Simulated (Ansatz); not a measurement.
The system is MoN2.

```
Mo N
1.0
     4.34805    0.00000    0.00000
     0.00000    4.34805    0.00000
     0.00000    0.00000    2.76746
Mo N
2 4
Direct
  0.00000 0.00000 0.00000
  0.50000 0.50000 0.00000
  0.61165 0.88835 0.50000
  0.38835 0.11165 0.50000
  0.11165 0.61165 0.50000
  0.88835 0.38835 0.50000
```

Measurements of this composition are mostly on another form, of space group No. 160.

Base run:

- Program: Ansatz 0.2.0
- Functional: PBEsol
- Potentials or basis: Ansatz PAW
- Cutoff: 420 eV
- Density cutoff: 1680 eV
- k mesh: 6 × 6 × 10
- Occupations: fermi-dirac, width 0.05 eV
- Spin: no spin polarisation
- Hubbard terms: Mo d U = 5 eV

Its results: band gap on the k mesh none (metal or under the smearing width); pressure -9.4 GPa; largest force 0.336 eV/Å.

Q: After a change of settings the same cell gave: band gap on the k mesh none (metal or under the smearing width); pressure -13.5 GPa; largest force 0.031 eV/Å. Which change was it?
A. functional from PBEsol to LDA; hubbard terms from Mo d U = 5 eV to none; hubbard projectors from ortho-atomic (the default) to none
B. hubbard terms from Mo d U = 5 eV to Mo d U = 4 eV
C. functional from PBEsol to r2SCAN; cutoff from 420 eV to 500 eV; density cutoff from 1680 eV to 2000 eV; hubbard terms from Mo d U = 5 eV to none; hubbard projectors from ortho-atomic (the default) to none
D. hubbard terms from Mo d U = 5 eV to Mo d U = 2 eV

A: D.

Caveats: U without spin polarisation on a metal has little footing; the PAW data sets come from PBE, with cores solved anew for the run's functional, which leaves a small shift of forces and pressure.

Not every run made on this cell is shown here.
